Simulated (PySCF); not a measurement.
# [MoO3Cl]-: geometry, NMR shifts and electronic excitations

What NMR shifts and electronic excitations should [MoO3Cl]- (`[O]=[Mo-](=[O])(=[O])[Cl]`) show?

The runs use PySCF 2.14.0, with density-fitted response routines of our own; the level of theory stands in each step. All values are computed, except where a source is named. Atoms count from 0, in the outputs and in this text.

### Step 1. Starting geometry

5 atoms, charge -1, multiplicity 1; geometry from: GFN2-xTB.

Bonds of the start (Å): Mo0–O1 1.66, Mo0–O2 1.66, Mo0–O3 1.66, Mo0–Cl4 2.24.

### Step 2. Optimising the geometry at PBE0-D3(BJ)/def2-SVP

What the job is given:

```
{"job": {"xc": "PBE0", "basis": "def2-SVP", "d3": "d3bj", "grid": 1, "maxiter": 40, "kind": "geom"}, "charge": -1, "multiplicity": 1}
Mo     0.098230     0.170100     0.070430
O      0.028480     0.014320     1.717240
O      1.621950     0.043250    -0.564570
O     -0.793190     1.426520    -0.536030
Cl    -0.955480    -1.654180    -0.687080
```

On the command line:

```
$ OMP_NUM_THREADS=1 python probes_run.py task.json out
```

The driver reads the jobs from task.json and runs them one after another.

**Question.** This job is followed by: GIAO PBE0/pcSseg-1 Mo:def2-TZVP NMR shielding, non-relativistic, gas phase; TDDFT PBE0/def2-SVPD, vertical, gas phase, core orbitals frozen in the response; GIAO B3LYP/pcSseg-1 Mo:def2-TZVP NMR shielding, non-relativistic, gas phase. Predict these results of the whole session: point group; rotational constants (main isotopes); ¹⁷O shifts against H2O (PBE0/def2-TZVP+pcSseg-1, means over atoms taken as alike); ³⁵Cl shifts against HCl (PBE0/def2-TZVP+pcSseg-1); lowest singlet (PBE0/def2-SVPD); brightest single state of those computed; lowest triplet; range of the shift of Cl4.

**Answer**, as computed:

| quantity | value |
| --- | --- |
| point group | C3v |
| rotational constants (main isotopes) | 4.03, 1.99, 1.99 GHz |
| ¹⁷O shifts against H2O (PBE0/def2-TZVP+pcSseg-1, means over atoms taken as alike) | 894.6 ppm |
| ³⁵Cl shifts against HCl (PBE0/def2-TZVP+pcSseg-1) | -12 ppm |
| lowest singlet (PBE0/def2-SVPD) | 4.85 eV (256 nm), f = 0.000 |
| brightest single state of those computed | state 4, 5.18 eV, f = 0.010 |
| lowest triplet | 4.52 eV |
| range of the shift of Cl4 | -12 to -8 ppm |

What this shows: Relaxing lowered the energy by 0.575 eV in 10 steps; the close pair that moved most is Mo0–Cl4, from 2.239 to 2.354 Å. At PBE0/def2-TZVP+pcSseg-1: The widest tensor belongs to O1, O2, O3: span 878 ppm, with a paramagnetic part of -964 ppm. The first singlet state (HOMO→LUMO 0.68, HOMO−1→LUMO 0.12) lies at 4.85 eV and is dark; of the 10 states computed, the strongest absorption comes from states 5 to 6 together at 5.35 eV. The lowest triplet lies 0.33 eV below the lowest singlet (triplets in Tamm-Dancoff, singlets in full TDDFT). The lowest singlet lies above −ε(HOMO); no detachment energy was computed, so the anion's states may not be bound. In ppm, Cl4 moves most: its shift spreads over 3 ppm, from -12 (PBE0/def2-TZVP+pcSseg-1) to -8 (B3LYP/def2-TZVP+pcSseg-1). Spin-orbit coupling is left out, which matters for shieldings and couplings at and beside the heavy atoms.
